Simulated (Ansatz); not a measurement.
# Alloy of Si and Sn (2 of 64 Si sites exchanged), 64 atoms

Wanted: the relaxed alloy cell and its gap (PBEsol and HSE06).

Method: density functional theory in Ansatz 0.2.0, PAW datasets, plane waves.

## 1. The system as built

64 atoms (62 Si, 2 Sn); a = 10.932 Å, b = 10.932 Å, c = 10.932 Å, α = 90.00°, β = 90.00°, γ = 90.00°. All atoms were shaken off their sites by about 0.02 Å along each axis.

The runs, in order: (2) PBEsol cell relaxation at the single k point (¼, ¼, ¼), on 1 × NVIDIA H100 80GB HBM3 with 2 threads of AMD EPYC 7R13; (3) HSE06 single point at the Γ point alone, on 1 × NVIDIA H100 80GB HBM3 with 2 threads of AMD EPYC 7R13.

## 2. PBEsol relaxation of the cell and the positions

in.yaml

```yaml
crystal:
  lattice:
    - [10.931982, 0.000000, 0.000000]
    - [0.000000, 10.931982, 0.000000]
    - [0.000000, 0.000000, 10.931982]
  atoms:
    - { symbol: Si, position: [0.000668, 0.999025, 0.000660] }
    - { symbol: Si, position: [0.001060, 0.001377, 0.497241] }
    - { symbol: Si, position: [0.002307, 0.500341, 0.001016] }
    - { symbol: Si, position: [0.000267, 0.502127, 0.498579] }
    - { symbol: Si, position: [0.501075, 0.000269, 0.000982] }
    - { symbol: Si, position: [0.501327, 0.997332, 0.501486] }
    - { symbol: Si, position: [0.499440, 0.498584, 0.997685] }
    - { symbol: Si, position: [0.498114, 0.499982, 0.500053] }
    - { symbol: Si, position: [0.126575, 0.126773, 0.127845] }
    - { symbol: Si, position: [0.126144, 0.128097, 0.624196] }
    - { symbol: Si, position: [0.124054, 0.624798, 0.126360] }
    - { symbol: Si, position: [0.123788, 0.623326, 0.626373] }
    - { symbol: Si, position: [0.623789, 0.125402, 0.125686] }
    - { symbol: Si, position: [0.626836, 0.123829, 0.622592] }
    - { symbol: Si, position: [0.623477, 0.624285, 0.125717] }
    - { symbol: Si, position: [0.623302, 0.628541, 0.624481] }
    - { symbol: Si, position: [0.249070, 0.253101, 0.997192] }
    - { symbol: Si, position: [0.250183, 0.247572, 0.500092] }
    - { symbol: Si, position: [0.250793, 0.752934, 0.998439] }
    - { symbol: Si, position: [0.246985, 0.748978, 0.500850] }
    - { symbol: Si, position: [0.747483, 0.250778, 0.999499] }
    - { symbol: Si, position: [0.748493, 0.249353, 0.500940] }
    - { symbol: Si, position: [0.749972, 0.751399, 0.994225] }
    - { symbol: Si, position: [0.748860, 0.751561, 0.499251] }
    - { symbol: Si, position: [0.375536, 0.379049, 0.126334] }
    - { symbol: Si, position: [0.374128, 0.875156, 0.127379] }
    - { symbol: Si, position: [0.374502, 0.877598, 0.623370] }
    - { symbol: Si, position: [0.872321, 0.374547, 0.123849] }
    - { symbol: Si, position: [0.878782, 0.378425, 0.625257] }
    - { symbol: Si, position: [0.875037, 0.874529, 0.127276] }
    - { symbol: Si, position: [0.879095, 0.875213, 0.627871] }
    - { symbol: Si, position: [0.252719, 0.000260, 0.249609] }
    - { symbol: Si, position: [0.249110, 0.002459, 0.750398] }
    - { symbol: Si, position: [0.249859, 0.498571, 0.250952] }
    - { symbol: Si, position: [0.252790, 0.501863, 0.750506] }
    - { symbol: Si, position: [0.750590, 0.001546, 0.247488] }
    - { symbol: Si, position: [0.751517, 0.000999, 0.751711] }
    - { symbol: Si, position: [0.752667, 0.500962, 0.249508] }
    - { symbol: Si, position: [0.746462, 0.498594, 0.747161] }
    - { symbol: Si, position: [0.376692, 0.124810, 0.378088] }
    - { symbol: Si, position: [0.374846, 0.126990, 0.872197] }
    - { symbol: Si, position: [0.373547, 0.625554, 0.374569] }
    - { symbol: Si, position: [0.376725, 0.625109, 0.875991] }
    - { symbol: Si, position: [0.875965, 0.123125, 0.374044] }
    - { symbol: Si, position: [0.872520, 0.127279, 0.875481] }
    - { symbol: Si, position: [0.876635, 0.623690, 0.377097] }
    - { symbol: Si, position: [0.873235, 0.625057, 0.873751] }
    - { symbol: Si, position: [0.000571, 0.250105, 0.251139] }
    - { symbol: Si, position: [0.998550, 0.250732, 0.751256] }
    - { symbol: Si, position: [0.999630, 0.748131, 0.251247] }
    - { symbol: Si, position: [0.996856, 0.750505, 0.751945] }
    - { symbol: Si, position: [0.502671, 0.247144, 0.251328] }
    - { symbol: Si, position: [0.500709, 0.247338, 0.749841] }
    - { symbol: Si, position: [0.502621, 0.751807, 0.252608] }
    - { symbol: Si, position: [0.125307, 0.373790, 0.375814] }
    - { symbol: Si, position: [0.124029, 0.375634, 0.874475] }
    - { symbol: Si, position: [0.126652, 0.877701, 0.379001] }
    - { symbol: Si, position: [0.124847, 0.874466, 0.873223] }
    - { symbol: Si, position: [0.624174, 0.372086, 0.374447] }
    - { symbol: Si, position: [0.625292, 0.376073, 0.873148] }
    - { symbol: Si, position: [0.623927, 0.875332, 0.374324] }
    - { symbol: Si, position: [0.622701, 0.875104, 0.878354] }
    - { symbol: Sn, position: [0.377216, 0.374216, 0.627286] }
    - { symbol: Sn, position: [0.499611, 0.749713, 0.750646] }
  symmetry: { detect: false }
kpoints:
  mp_grid: { grid: [1, 1, 1], shift: [0.25, 0.25, 0.25] }
hamiltonian:
  xc: pbesol
scf:
  occupations: { method: fermi_dirac, width: 0.01 }
relax:
  f_tol: 0.03
  max_steps: 80
  escape_saddle: false
  adjacent_minimum: "off"
  cell: { fix: [shape] }
output:
  forces: true
  eigenvalues: true
  populations: true
  write_density: true
  write_potential: true
  elf: true
  volumetric_format: npy
```

The run is started by

```console
$ ansatz run in.yaml --threads 2 --pin off --max-ram 20900MiB --runs-dir r --events-out ev --progress --plain --backend cuda --devices 0, --max-vram 18GiB
```

The program printed:

```text
Pseudopotentials: kind: paw
Functional definition: PBEsol
  exchange = pbesol_x
  correlation = pbesol_c
Crystal: 64 atoms, lattice volume = 1306.462 Å³
Basis set: ecut = 420 eV, 25533 PW (Γ), exchange–correlation on 150×150×150 points (8 copies of the dense FFT grid, shifted against one another)
Bands: 202, of which v1, the nominal top of the filled ones, is band 138 counted from 1 (137 counted from 0)
Symmetry: 1 space group operations
k-points: 1
Non-local potential: Si, projectors of the file, l = 0: 2, l = 1: 2, l = 2: 2
Non-local potential: Sn, projectors of the file, l = 0: 2, l = 1: 2, l = 2: 2, l = 3: 2
PAW form: soft (Blöchl's): semilocal exchange-correlation on the pseudo side does not see the compensation charge
PAW frozen core: Si, regenerated for the run's functional, and the local potential with it (the file was generated under x = pbe(κ = 0.804, μ = 0.2195149727645171), c = pbe(β = 0.06672455060314922))
PAW frozen core: Sn, regenerated for the run's functional, and the local potential with it (the file was generated under x = pbe(κ = 0.804, μ = 0.2195149727645171), c = pbe(β = 0.06672455060314922))
PAW one-centre angular grid: Si, 110 points (default); XC on 64 Gauss nodes
PAW one-centre angular grid: Sn, 590 points (default); XC on 64 Gauss nodes
Initial density: superposition of atomic densities (neutral atoms: chi_scale 0, normalization atom), corrected by the library's trained network
Initial wavefunctions: pseudopotential atomic-orbital guess
Functional: x = pbesol(κ = 0.804, μ = 0.12345679012345678), c = pbesol(β = 0.046)
SCF iter   1: F=—  HF=-50428.984025 eV  |F-HF|=—  |Δ(HF+E_count)|=         —  Δρ=3.97e-3  dr2=2.53e-1  ethr=1.77e-3  ⟨swp⟩=7.0  Hψ=999  notcnv=0  defer=19
preconditioner: auto → Resta (q_TF=auto, 2.106 Å⁻¹)  ε∞=5.5  [insulator: Δε(μ)=1.010 eV  Ē_g=7.761 eV  σ=0.010 eV  W_gap=1.00  n_scr=202 (ndim 8)  ℏωp=16.4 eV  f_vac=0.000  D(μ)=0.00/eV (n_scr^D=0)  ε∞_Penn≈5.5]
SCF iter   2: F=—  HF=-50428.950879 eV  |F-HF|=—  |Δ(HF+E_count)|=   3.31e-2  Δρ=2.18e-3  dr2=6.89e-2  ethr=9.17e-5  ⟨swp⟩=2.0  Hψ=241  notcnv=0  defer=53
SCF iter   3: F=—  HF=-50428.937868 eV  |F-HF|=—  |Δ(HF+E_count)|=   1.30e-2  Δρ=3.28e-4  dr2=2.89e-3  ethr=2.50e-5  ⟨swp⟩=3.0  Hψ=288  notcnv=0  defer=58
SCF iter   4: F=—  HF=-50428.937290 eV  |F-HF|=—  |Δ(HF+E_count)|=   5.78e-4  Δρ=1.05e-4  dr2=2.38e-4  ethr=1.05e-6  ⟨swp⟩=2.0  Hψ=203  notcnv=0  defer=58
SCF iter   5: F=—  HF=-50428.939243 eV  |F-HF|=—  |Δ(HF+E_count)|=   1.95e-3  Δρ=3.31e-5  dr2=1.78e-5  ethr=8.63e-8  ⟨swp⟩=2.0  Hψ=282  notcnv=0  defer=58
SCF iter   6: F=—  HF=-50428.938296 eV  |F-HF|=—  |Δ(HF+E_count)|=   9.47e-4  Δρ=5.77e-6  dr2=4.29e-7  ethr=6.46e-9  ⟨swp⟩=2.0  Hψ=282  notcnv=0  defer=58
SCF iter   7: F=-50428.938296 eV  HF=-50428.938296 eV  |F-HF|=3.80e-9  |Δ(HF+E_count)|=   1.04e-7  Δρ=1.15e-6  dr2=1.97e-8  ethr=3.62e-11  ⟨swp⟩=20.0  Hψ=2117  notcnv=0
SCF 1 converged in 7 iterations: F = -50428.938296 eV  dr2 = 1.97e-8
relax step   1: F+E_penalty+E_count = -50428.93829565 eV  Δ(F+E_penalty+E_count) = +0.000e0 eV  max|allowed force component| = 1.800e0 eV/Å  Δτ_max = 0.0000 Å  P = +0.505 GPa  Ω = 1306.462 Å³  fix = [alpha, beta, gamma, b/a, c/a]  reactions: b/a +0.023, c/a +0.022 GPa; alpha +1.064, beta +1.241, gamma +1.316 GPa/rad  (7 SCF iters, dr2 threshold 1.00e-7 eV, accepted)
[... 13 lines left out ...]
relax step   2: F+E_penalty+E_count = -50430.79373095 eV  Δ(F+E_penalty+E_count) = -1.855e0 eV  max|allowed force component| = 3.077e-1 eV/Å  Δτ_max = 0.2000 Å  P = -0.273 GPa  Ω = 1310.436 Å³  energy of the carried Pulay correction = -6.946e-4 eV  fix = [alpha, beta, gamma, b/a, c/a]  reactions: b/a -0.004, c/a +0.001 GPa; alpha +1.095, beta +1.136, gamma +1.135 GPa/rad  (6 SCF iters, dr2 thresho [...]
[... 7 lines left out ...]
relax step   3: F+E_penalty+E_count = -50430.86875766 eV  Δ(F+E_penalty+E_count) = -7.503e-2 eV  max|allowed force component| = 3.693e-2 eV/Å  Δτ_max = 0.0335 Å  P = +0.065 GPa  Ω = 1305.806 Å³  energy of the carried Pulay correction = +1.148e-4 eV  fix = [alpha, beta, gamma, b/a, c/a]  reactions: b/a -0.008, c/a +0.005 GPa; alpha +1.110, beta +1.112, gamma +1.106 GPa/rad  (5 SCF iters, dr2 thresh [...]
[... 9 lines left out ...]
relax step   4: F+E_penalty+E_count = -50430.87046524 eV  Δ(F+E_penalty+E_count) = -1.708e-3 eV  max|allowed force component| = 2.356e-2 eV/Å  Δτ_max = 0.0089 Å  P = +0.020 GPa  Ω = 1306.395 Å³  energy of the carried Pulay correction = +1.175e-5 eV  fix = [alpha, beta, gamma, b/a, c/a]  reactions: b/a -0.007, c/a +0.004 GPa; alpha +1.116, beta +1.131, gamma +1.117 GPa/rad  (5 SCF iters, dr2 thresh [...]
[... 10 lines left out ...]
relax step   5: F+E_penalty+E_count = -50430.87046524 eV  Δ(F+E_penalty+E_count) = -4.169e-9 eV  max|allowed force component| = 2.356e-2 eV/Å  Δτ_max = 0.0000 Å  P = +0.020 GPa  Ω = 1306.395 Å³  fix = [alpha, beta, gamma, b/a, c/a]  reactions: b/a -0.007, c/a +0.004 GPa; alpha +1.116, beta +1.132, gamma +1.117 GPa/rad  stress off target by 2.01e-2 GPa on what of the cell is left free  SCF on the b [...]
SCF converged after 6 iterations
Free energy (F): -50430.870465 eV
Harris-Foulkes:  -50430.870465 eV  (|F-HF|=4.66e-10)
Internal energy: -50430.870465 eV  (E = F + TS)
E sigma→0 (E₀):  -50430.870465 eV
Fermi energy:    6.528485 eV
--- Per-component energies (eV) ---
  E_band       = 19.319952
  E_kinetic    = 2871.437794
  E_local      = -4978.413362  (includes V_loc(G=0)·N_el)
  E_nonlocal   = 1553.783610
  E_hartree    = 2268.581263
  E_xc         = -4145.715890
  E_vxc        = -3094.204921  (∫ρ·V_xc dr)
  E_paw        = -39069.414891  (= ΣΔE_a)
  E_vpaw       = -870.445031  (= ΣTr[D̂ρ^β])
  E_aug_tail   = 0.000375  (compensation charges beyond the density's cutoff)
  E_ewald      = -8933.655803
  E_core_change = 2.526440  (= ΣΔE_core)
  E_smearing   = -0.000000  (= −TS)
  E_closure    = -0.000000  (closes the sum)
  Σ components = -50430.870465   (vs F -50430.870465, Δ=0.00e0)
--- Forces (eV/Å), atoms counted from 1 ---
  atom   1  Si    -0.00190021     0.00164131     0.00111853
  atom   2  Si     0.00509608     0.01074548    -0.00547529
  atom   3  Si     0.00003424     0.00357696     0.00046931
  atom   4  Si     0.00060615     0.00763203     0.00316607
  atom   5  Si     0.00171908     0.01212376     0.00349922
  atom   6  Si     0.00990177     0.00600601     0.00220264
  atom   7  Si     0.00451979     0.00631731     0.00388618
  atom   8  Si     0.00663937     0.00140127    -0.01214106
  atom   9  Si    -0.00013350    -0.00304904    -0.00243856
  atom  10  Si    -0.00630934    -0.01044015    -0.00366598
  atom  11  Si     0.00055771    -0.00653062     0.00194032
  atom  12  Si    -0.00907394    -0.00051110    -0.00614127
  atom  13  Si     0.00653231    -0.01030434    -0.00254797
  atom  14  Si     0.00113879    -0.00709640    -0.01206294
  atom  15  Si     0.00019987    -0.00665083    -0.00215383
  atom  16  Si     0.00642582    -0.00089804    -0.00210090
  atom  17  Si    -0.00153045     0.00012827     0.00512915
  atom  18  Si    -0.00697801    -0.00518579    -0.00310296
  atom  19  Si    -0.00286535     0.00037328    -0.00038268
  atom  20  Si    -0.00460967     0.00136414    -0.00628201
  atom  21  Si    -0.00201647    -0.00211030    -0.00019152
  atom  22  Si     0.00417985     0.00089438    -0.00117913
  atom  23  Si     0.00865065     0.00244149     0.00667936
  atom  24  Si    -0.00302619    -0.00050598    -0.00387135
  atom  25  Si    -0.00650501    -0.00238265    -0.00355684
  atom  26  Si    -0.00171141    -0.00643060    -0.00048436
  atom  27  Si    -0.00238155    -0.01024934    -0.00848070
  atom  28  Si    -0.00259698    -0.00087219    -0.00195388
  atom  29  Si    -0.00835646    -0.00372436    -0.00704697
  atom  30  Si    -0.00609122     0.00406708    -0.01005357
  atom  31  Si    -0.00054159    -0.00730742    -0.00728108
  atom  32  Si    -0.01124705     0.00635267     0.00562397
  atom  33  Si    -0.00204569     0.00653362     0.01336574
  atom  34  Si     0.00126952     0.00731781     0.00406336
  atom  35  Si    -0.00398708    -0.00347403    -0.00046066
  atom  36  Si    -0.00157216     0.00236187     0.00754888
  atom  37  Si     0.00434728     0.00876367     0.00131001
  atom  38  Si     0.00022845     0.00537961     0.00330515
  atom  39  Si     0.00913166     0.00099030     0.00949688
  atom  40  Si     0.00067990    -0.01002687    -0.00837185
  atom  41  Si    -0.00613778    -0.00346012    -0.00121445
  atom  42  Si    -0.00405573    -0.00360674    -0.00694395
  atom  43  Si    -0.00128542    -0.00189663     0.00561043
  atom  44  Si     0.00139914     0.00181999    -0.00179982
  atom  45  Si    -0.00106960    -0.00326508     0.00444829
  atom  46  Si     0.00167520    -0.00559596    -0.00600941
  atom  47  Si     0.00112229    -0.00311596    -0.00153947
  atom  48  Si     0.00339009    -0.00459694     0.00386700
  atom  49  Si     0.00330190     0.00704783     0.00496338
  atom  50  Si     0.00105114     0.00376879    -0.00024947
  atom  51  Si     0.00697362     0.00549613     0.00500252
  atom  52  Si     0.00562301     0.00904310    -0.00305271
  atom  53  Si     0.00406199     0.00566846     0.01147126
  atom  54  Si     0.00019055     0.00897693     0.00291651
  atom  55  Si    -0.01102632     0.00383144    -0.00613236
  atom  56  Si     0.00014682    -0.00384161     0.00639304
  atom  57  Si    -0.00086291    -0.00128867     0.00082173
  atom  58  Si    -0.00369196    -0.00390903     0.00131369
  atom  59  Si     0.00364721    -0.00517305     0.00254216
  atom  60  Si     0.00518545    -0.00170038     0.00614122
  atom  61  Si     0.00013725    -0.00227320    -0.00438174
  atom  62  Si     0.00903320    -0.00241921     0.01189731
  atom  63  Sn    -0.00114631     0.02355566     0.00950053
  atom  64  Sn    -0.00404165    -0.02172658    -0.00694288
  max |Σ_I F_I| component: 1.48e-6 eV/Å
--- Stress (GPa, compression-positive) ---
        0.023498      -1.117041      -1.131786
       -1.117041       0.012828      -1.116340
       -1.131786      -1.116340       0.024092
  P = ⅓ Tr σ = 0.0201 GPa (0.201 kbar)
--- Band table (eV) ---
  k-point 0: bands = [... 126 lower levels ..., "4.9571", "4.9710", "5.0515", "5.0886", "5.1452", "5.1972", "5.2050", "5.4441", "5.5685", "5.6194", "6.0082", "6.0267", "7.0300", "7.0529", "7.0692", "7.5151", "7.5204", "7.5355", "7.7496", "7.9799", "7.9976", "8.0302", "8.1144", "8.1419", ... 52 higher levels ...]
--- Relaxed structure (4 steps of the walk, 4 accepted, 1 SCFs on fresh bases) ---
  F+E_penalty+E_count = -50430.87046524 eV   max|allowed force component| = 2.356e-2 eV/Å   (the final SCF, on the basis selected at the relaxed cell)
  cell:  # Å, volume = 1306.3947 Å³
    - [10.931794827501825, -1.1244468663845636e-142, -1.4900215703889384e-142]
    - [-1.1244468663845636e-142, 10.931794827501825, 1.4269649702188443e-143]
    - [-1.4900215703889384e-142, 1.4269649702188443e-143, 10.931794827501825]
  atoms:
    - { symbol: Si, position: [0.00023432621361187236, 1.0002773668975597, 4.049922029418956e-5] }
    - { symbol: Si, position: [-0.00141195321846726, -0.0011949600769503993, 0.4999667272972747] }
[... 62 atoms left out; the next input holds them all, rounded ...]
--- Löwdin populations: 64 sites ---
  site symbol       q [e]
     0     Si      3.9604
     1     Si      3.9647
     2     Si      3.9624
     3     Si      3.9637
     4     Si      3.9595
     5     Si      3.9610
     6     Si      3.9586
     7     Si      4.0198
     8     Si      3.9604
     9     Si      3.9596
    10     Si      3.9623
    11     Si      3.9586
    12     Si      3.9647
    13     Si      3.9610
    14     Si      3.9637
    15     Si      4.0197
    16     Si      3.9638
    17     Si      4.0153
    18     Si      3.9641
    19     Si      3.9626
    20     Si      3.9646
    21     Si      3.9639
    22     Si      3.9594
    23     Si      3.9641
    24     Si      3.9627
    25     Si      3.9695
    26     Si      4.0214
    27     Si      3.9680
    28     Si      3.9627
    29     Si      3.9672
    30     Si      3.9695
    31     Si      3.9647
    32     Si      3.9609
    33     Si      3.9637
    34     Si      4.0197
    35     Si      3.9604
    36     Si      3.9595
    37     Si      3.9623
    38     Si      3.9585
    39     Si      3.9595
    40     Si      3.9610
    41     Si      3.9586
    42     Si      4.0197
    43     Si      3.9605
    44     Si      3.9647
    45     Si      3.9623
    46     Si      3.9638
    47     Si      3.9671
    48     Si      3.9695
    49     Si      3.9681
    50     Si      3.9627
    51     Si      3.9696
    52     Si      4.0214
    53     Si      3.9627
    54     Si      3.9594
    55     Si      3.9641
    56     Si      3.9646
    57     Si      3.9638
    58     Si      3.9641
    59     Si      3.9626
    60     Si      3.9638
    61     Si      4.0154
    62     Sn     13.7795
    63     Sn     13.7795
  spilling = 0.008273 (of n_electrons = 276.000000)
```

Wall time 20 s (1 × NVIDIA H100 80GB HBM3 with 2 threads of AMD EPYC 7R13, shared host); peak host memory 1.5 GiB.

The walk (solves on a freshly chosen basis count as rows, and their energies jump a little):

```tsv
accepted step	energy change (eV)	largest force component (eV/Å)	SCF cycles	pressure (GPa)
1	0.000	1.800	7	0.50
2	-1.855	0.308	6	-0.27
3	-1.930	0.037	5	0.06
4	-1.932	0.024	5	0.02
5	-1.932	0.024	6	0.02
```

Largest shifts, less the median shift:

```tsv
atom	shift (Å)	dx	dy	dz
Si62	0.186	0.131	0.108	0.077
Si16	0.186	0.136	-0.100	-0.078
Si35	0.184	-0.149	0.051	0.095
Si43	0.174	-0.111	-0.065	0.118
Si8	0.172	0.111	0.071	-0.110
Si18	0.164	-0.109	-0.073	-0.099
Si53	0.153	0.089	-0.063	0.107
Si27	0.136	-0.092	0.071	-0.070
```

|  | before | after | change |
| --- | --- | --- | --- |
| a (Å) | 10.932 | 10.932 | -0.00 % |
| b (Å) | 10.932 | 10.932 | -0.00 % |
| c (Å) | 10.932 | 10.932 | -0.00 % |
| volume (Å³/atom) | 20.413 | 20.412 | -0.01 % |

Bonds in the relaxed cell, counted within a distance cut:

```tsv
pair	count	mean (Å)	spread (Å)	least	most
Si–Si	120	2.357	0.012	2.324	2.375
Si–Sn	8	2.534	0.002	2.532	2.538
```

Top filled level 6.027 eV, lowest empty level 7.030 eV: 1.00 eV apart at the single k point (¼, ¼, ¼).

Density in a lattice plane of the grid's cell (edges 10.93 and 10.93 Å, at 0.374 of the third edge), which holds Si and Sn.

Values in e/Å³, 12 rows by 12 columns:
```
0.18 0.34 0.36 0.16 0.04 0.04 0.16 0.36 0.35 0.18 0.04 0.04
0.18 0.36 0.38 0.14 0.04 0.04 0.15 0.37 0.36 0.17 0.04 0.04
0.17 0.17 0.15 0.15 0.17 0.17 0.15 0.15 0.16 0.16 0.17 0.17
0.17 0.04 0.04 0.18 2.83 2.78 0.17 0.04 0.04 0.16 0.37 0.35
0.17 0.04 0.04 0.17 2.86 2.82 0.17 0.04 0.04 0.16 0.37 0.36
0.16 0.16 0.15 0.15 0.17 0.18 0.15 0.14 0.16 0.17 0.17 0.17
0.17 0.36 0.37 0.15 0.04 0.04 0.15 0.38 0.36 0.17 0.04 0.04
0.18 0.35 0.36 0.16 0.04 0.04 0.17 0.36 0.34 0.17 0.04 0.04
0.17 0.18 0.17 0.16 0.17 0.17 0.17 0.18 0.18 0.16 0.16 0.17
0.17 0.04 0.04 0.17 0.36 0.35 0.17 0.04 0.04 0.17 0.36 0.36
0.16 0.04 0.04 0.17 0.37 0.38 0.17 0.04 0.04 0.17 0.37 0.36
0.16 0.17 0.17 0.17 0.16 0.16 0.16 0.17 0.18 0.18 0.17 0.17
```
Columns run along the first of these edges and rows up along the second, over one cell in 12 and 12 even steps from the bottom left corner. Atoms in the plane (fractional): Si at (0.38, 0.13), Si at (0.88, 0.13), Si at (0.88, 0.63), Si at (0.12, 0.37), Si at (0.12, 0.88), Si at (0.63, 0.37), Si at (0.63, 0.88), Sn at (0.37, 0.62).

ELF in the same plane.

Values, 12 rows by 12 columns:
```
0.58 0.51 0.55 0.51 0.06 0.05 0.53 0.55 0.53 0.56 0.06 0.06
0.55 0.54 0.59 0.43 0.05 0.06 0.48 0.58 0.55 0.52 0.05 0.06
0.50 0.52 0.48 0.43 0.42 0.42 0.47 0.48 0.53 0.46 0.53 0.51
0.54 0.06 0.06 0.45 0.17 0.17 0.42 0.06 0.05 0.53 0.58 0.52
0.52 0.05 0.06 0.43 0.17 0.17 0.42 0.05 0.06 0.53 0.57 0.55
0.44 0.50 0.46 0.46 0.43 0.45 0.43 0.43 0.51 0.50 0.53 0.54
0.54 0.55 0.57 0.46 0.06 0.06 0.48 0.59 0.55 0.54 0.06 0.05
0.57 0.54 0.55 0.50 0.05 0.06 0.52 0.54 0.51 0.55 0.05 0.06
0.50 0.57 0.54 0.44 0.52 0.54 0.50 0.55 0.58 0.44 0.50 0.52
0.52 0.06 0.05 0.54 0.55 0.52 0.51 0.06 0.06 0.52 0.55 0.55
0.50 0.05 0.06 0.53 0.57 0.58 0.54 0.05 0.06 0.53 0.56 0.55
0.44 0.55 0.54 0.50 0.52 0.53 0.46 0.52 0.56 0.51 0.53 0.52
```
Columns run along the first of these edges and rows up along the second, over one cell in 12 and 12 even steps from the bottom left corner. Atoms in the plane (fractional): Si at (0.38, 0.13), Si at (0.88, 0.13), Si at (0.88, 0.63), Si at (0.12, 0.37), Si at (0.12, 0.88), Si at (0.63, 0.37), Si at (0.63, 0.88), Sn at (0.37, 0.62).

Both are smooth fields of the valence electrons: close to the nuclei they are not physical.

Maxima of ELF outside the ion cores: 0.96 on the Si–Si line, 1.2 Å from Si; 0.91 on the Si–Sn line, 1.0 Å from Si.

(Part 1 of 2 ends here.)
